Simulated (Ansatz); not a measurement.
**AlSnH5: functionals against CCSD(T) at one geometry**

Program: Ansatz 0.2.0, Gaussian basis. Level of theory: single points in def2-TZVPP. These are calculated values, not measurements.

Cores are frozen in the correlated methods. Filled d shells of the heavier atoms are correlated. Core potentials replace the inner electrons past krypton, and spin-orbit coupling is left out.

## 1. Starting geometry

SMILES `[AlH2][SnH3]`, 7 atoms, charge 0, spin multiplicity 1.

Atoms are counted from 1 here; the program's logs count them from 0.

Bond lengths: Al1–Sn2 2.588 Å, Al1–H3 1.604 Å, Al1–H4 1.595 Å, Sn2–H5 1.673 Å, Sn2–H6 1.843 Å, Sn2–H7 1.718 Å. Angles: Sn2–Al1–H3 128.5°, Sn2–Al1–H4 116.0°, H3–Al1–H4 115.4°, Al1–Sn2–H5 106.3°, Al1–Sn2–H6 117.7°, Al1–Sn2–H7 115.0°, H5–Sn2–H6 103.0°, H5–Sn2–H7 104.2°, H6–Sn2–H7 108.9°.

As a file:

```csv
atom,x (Å),y (Å),z (Å)
Al1,-0.4348,-1.5131,0.1194
Sn2,0.3396,0.9551,0.0485
H3,-0.1932,-2.6035,1.2714
H4,-1.3364,-1.9982,-1.1038
H5,-0.1542,1.5607,-1.4305
H6,-0.4187,2.1270,1.2519
H7,2.0425,1.1819,0.0504
```

## 2. PBE-D4/def2-TZVPP

File run/in.yaml:

```yaml
crystal:
  periodic: [false, false, false]
  atoms:
    - {symbol: Al, position_ang: [-0.434849, -1.513066, 0.119409]}
    - {symbol: Sn, position_ang: [0.339590, 0.955135, 0.048548]}
    - {symbol: H, position_ang: [-0.193210, -2.603453, 1.271357]}
    - {symbol: H, position_ang: [-1.336390, -1.998239, -1.103845]}
    - {symbol: H, position_ang: [-0.154226, 1.560683, -1.430471]}
    - {symbol: H, position_ang: [-0.418700, 2.127046, 1.251925]}
    - {symbol: H, position_ang: [2.042517, 1.181906, 0.050383]}
basis:
  gaussian: {orbitals: def2-TZVPP}
hamiltonian: {xc: pbe, dispersion: d4}
output: {forces: true}
```

Run with:

```bash
$ ansatz run in.yaml --threads 2 --pin off --events-out ev --progress --plain --max-ram 3481MiB
```

Q: Estimate wall time and peak memory on 2 threads of Arm Neoverse V1, shared host.

About 2 s, with a peak of 0.16 GiB.
